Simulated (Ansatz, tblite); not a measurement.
# In9P10 zinc blende ring sphere (In₉P₁₀H₂₈+): a ladder of methods and basis sets

How do method and basis change the picture of In9P10 zinc blende ring sphere (In₉P₁₀H₂₈+) (singlet)?

Method: as each input shows; program: Ansatz 0.2.0, Gaussian basis.

Levels to be run: GFN1-xTB, GFN2-xTB, PBE-D4/def2-SVP, r2SCAN-D4/def2-SVP, r2SCANh-D4/def2-SVP, r2SCAN0-D4/def2-SVP, B3LYP-D4/def2-SVP, r2SCAN-D4/def2-mTZVP, MP2/def2-SVP, RPA/def2-SVP.

6 further runs of the same task are left out: 1 that didn't finish, 5 set aside as unsound or not needed.

## 1. The relaxed structure

The singlet was relaxed beforehand with PBE-D4/def2-SVP.

47 atoms, charge 1, spin multiplicity 1.

Bond lengths: P1–In11 2.691 Å, P1–In12 2.600 Å, P1–H20 1.432 Å, P1–H21 1.432 Å, P2–In12 2.600 Å, P2–In13 2.690 Å, P2–H22 1.433 Å, P2–H23 1.432 Å, P3–In11 2.691 Å, P3–In15 2.600 Å, P3–H24 1.432 Å, P3–H25 1.432 Å, P4–In12 2.579 Å, P4–In15 2.579 Å, P4–In16 2.579 Å, P4–H26 1.432 Å, P5–In15 2.600 Å, P5–In17 2.691 Å and more. Angles: In11–P1–In12 132.3°, In11–P1–H20 107.1°, In11–P1–H21 108.0°, In12–P1–H20 101.9°, In12–P1–H21 104.9°, H20–P1–H21 97.2°, In12–P2–In13 132.4°, In12–P2–H22 104.8°, In12–P2–H23 101.9°, In13–P2–H22 108.0°, In13–P2–H23 107.1°, H22–P2–H23 97.2°, In11–P3–In15 132.3°, In11–P3–H24 108.0°, In11–P3–H25 107.1°, In15–P3–H24 104.8°, In15–P3–H25 101.9°, H24–P3–H25 97.2° and more.

In takes a core potential in the def2 sets. No spin-orbit coupling is included. The ion is computed in the gas phase, without counter-ions or solvent.

PBE0-D4/def2-SVP was run before; its log isn't repeated, and its numbers join the tables.

## 2. GFN1-xTB

Tight binding, by tblite at 300 K electronic temperature and without a spin-polarisation term:

```python
tblite.interface.Calculator('GFN1-xTB', numbers, positions, charge=1, uhf=0).singlepoint()
```

Energy -1503.6685 eV, HOMO -11.94 eV, LUMO -8.93 eV; 0.33 s.

## 3. GFN2-xTB

Tight binding, by tblite at 300 K electronic temperature and without a spin-polarisation term:

```python
tblite.interface.Calculator('GFN2-xTB', numbers, positions, charge=1, uhf=0).singlepoint()
```

Energy -1364.7865 eV, HOMO -13.06 eV, LUMO -10.34 eV; 0.29 s.

## 4. PBE-D4/def2-SVP

start.molden holds the orbitals of an earlier run on this state, given as this run's starting guess.

Contents of in.yaml:

```yaml
crystal:
  periodic: [false, false, false]
  atoms:
    - {symbol: P, position_ang: [-3.565124, -0.696473, -2.328267]}
    - {symbol: P, position_ang: [-3.563901, 2.330364, 0.688817]}
    - {symbol: P, position_ang: [-0.694047, -3.567899, -2.324182]}
    - {symbol: P, position_ang: [-0.620330, -0.620152, 0.619967]}
    - {symbol: P, position_ang: [2.327996, -3.565815, 0.696957]}
    - {symbol: P, position_ang: [2.253125, -0.487382, -2.250596]}
    - {symbol: P, position_ang: [2.329720, -0.691017, 3.565699]}
    - {symbol: P, position_ang: [-0.484932, 2.250559, -2.255978]}
    - {symbol: P, position_ang: [2.248599, 2.253271, 0.486498]}
    - {symbol: P, position_ang: [-0.697653, 2.327481, 3.566399]}
    - {symbol: In, position_ang: [-3.105555, -3.109430, -3.426788]}
    - {symbol: In, position_ang: [-2.085726, 0.878331, -0.882254]}
    - {symbol: In, position_ang: [-3.114052, 3.418588, 3.107877]}
    - {symbol: In, position_ang: [0.515000, 0.508918, -3.981195]}
    - {symbol: In, position_ang: [0.880081, -2.088110, -0.877742]}
    - {symbol: In, position_ang: [0.877138, 0.879966, 2.088493]}
    - {symbol: In, position_ang: [3.422703, -3.107353, 3.111766]}
    - {symbol: In, position_ang: [3.976439, 0.510330, -0.506382]}
    - {symbol: In, position_ang: [0.504718, 3.977501, -0.510670]}
    - {symbol: H, position_ang: [-3.979822, 0.176520, -3.385350]}
    - {symbol: H, position_ang: [-4.820693, -0.755188, -1.641236]}
    - {symbol: H, position_ang: [-4.824379, 1.651356, 0.737595]}
    - {symbol: H, position_ang: [-3.966459, 3.393022, -0.183009]}
    - {symbol: H, position_ang: [-0.754180, -4.822220, -1.635004]}
    - {symbol: H, position_ang: [0.180188, -3.984917, -3.379286]}
    - {symbol: H, position_ang: [-1.447769, -1.445897, 1.446924]}
    - {symbol: H, position_ang: [1.643311, -4.822698, 0.752529]}
    - {symbol: H, position_ang: [3.387398, -3.977149, -0.174616]}
    - {symbol: H, position_ang: [2.997192, -1.468364, -2.990630]}
    - {symbol: H, position_ang: [1.649565, -0.741184, 4.825412]}
    - {symbol: H, position_ang: [3.391334, 0.181293, 3.969807]}
    - {symbol: H, position_ang: [-1.466295, 2.991805, -2.998396]}
    - {symbol: H, position_ang: [2.989489, 2.996550, 1.467450]}
    - {symbol: H, position_ang: [-0.751022, 1.643651, 4.823979]}
    - {symbol: H, position_ang: [0.172841, 3.388504, 3.976053]}
    - {symbol: H, position_ang: [-4.148811, -4.151947, -2.528904]}
    - {symbol: H, position_ang: [-2.761404, -2.768035, -5.076709]}
    - {symbol: H, position_ang: [-4.154417, 2.508511, 4.143006]}
    - {symbol: H, position_ang: [-2.780215, 5.072870, 2.777075]}
    - {symbol: H, position_ang: [-0.728599, -0.734529, -4.021837]}
    - {symbol: H, position_ang: [1.325639, 1.316298, -5.270896]}
    - {symbol: H, position_ang: [5.075602, -2.772188, 2.775465]}
    - {symbol: H, position_ang: [2.516772, -4.145408, 4.152822]}
    - {symbol: H, position_ang: [4.010171, -0.731968, 0.739115]}
    - {symbol: H, position_ang: [5.272183, 1.315707, -1.309605]}
    - {symbol: H, position_ang: [-0.741113, 4.008706, 0.731443]}
    - {symbol: H, position_ang: [1.309269, 5.275221, -1.311599]}
basis:
  gaussian: {orbitals: def2-SVP, fitting: {mean_field: def2-universal-jkfit}, initial_orbitals: start.molden}
total_charge: 1
hamiltonian: {xc: pbe, dispersion: d4}
scf: {omitted_lower_state_checks: [starts]}
output: {forces: true, orbitals: {seedname: orbitals}}
```

Command:

```
$ ansatz run in.yaml --threads 2 --pin off --events-out ev --progress --plain --max-ram 32768MiB --backend cuda --devices 0, --max-vram 18GiB
```

Further steps of the session: r2SCAN-D4/def2-SVP; r2SCANh-D4/def2-SVP; r2SCAN0-D4/def2-SVP; B3LYP-D4/def2-SVP; r2SCAN-D4/def2-mTZVP; MP2/def2-SVP; RPA/def2-SVP.

Q: Predict the results of all the runs planned. Wanted: gap in def2-SVP, named functionals, smallest and largest; correlation energy, MP2/def2-SVP.

As calculated:

```
                                                quantity                                   value
gap in def2-SVP, named functionals, smallest and largest  3.40 eV (PBE-D4), 5.32 eV (r2SCAN0-D4)
                        correlation energy, MP2/def2-SVP                               -57.25 eV
```

In words: Orbital gaps of the named functionals in def2-SVP span 3.40 eV (PBE-D4) to 5.32 eV (r2SCAN0-D4); exact exchange widens it.
